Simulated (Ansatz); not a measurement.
K2BrCl: equation of state with PBE

The system is K2BrCl.

```xyz
4
Lattice="2.2806 1.3167 7.4664 -2.2806 1.3167 7.4664 0.0000 -2.6334 7.4664" Properties=species:S:1:pos:R:3 pbc="T T T"
Br    0.0000    0.0000   11.1997
K     0.0000    0.0000    5.6852
K     0.0000    0.0000   16.7142
Cl    0.0000    0.0000    0.0000
```

The cell comes from a database or a generator and needn't be the stable form of this composition.

```json
{
  "Program": "Ansatz 0.2.0",
  "Task": "equation of state",
  "Functional": "PBE",
  "Potentials or basis": "Ansatz PAW",
  "Cutoff": "420 eV",
  "Density cutoff": "1680 eV",
  "k mesh": "7 × 7 × 7",
  "Occupations": "fermi-dirac, width 0.05 eV",
  "Spin": "no spin polarisation"
}
```

The equilibrium volume is 35.01 Å³/atom. The bulk modulus at fixed shape and positions is 14.8 GPa and the pressure derivative of the bulk modulus is 4.8.

Energy against volume, from the lowest point:
| volume (Å³/atom) | energy (meV/atom) |
| --- | --- |
| 31.614 | 18.54 |
| 32.287 | 11.45 |
| 32.960 | 6.25 |
| 33.632 | 2.72 |
| 34.305 | 0.69 |
| 34.977 | 0.00 |
| 35.650 | 0.51 |

All runs of the series together: 16 s on 2 threads of INTEL(R) XEON(R) PLATINUM 8581C CPU @ 2.10GHz (Emerald Rapids), with other jobs on the host.

Caveat: the cell was scaled at fixed shape and fractional positions, which overstates the stiffness of a crystal with free parameters, most of all of layers and chains.
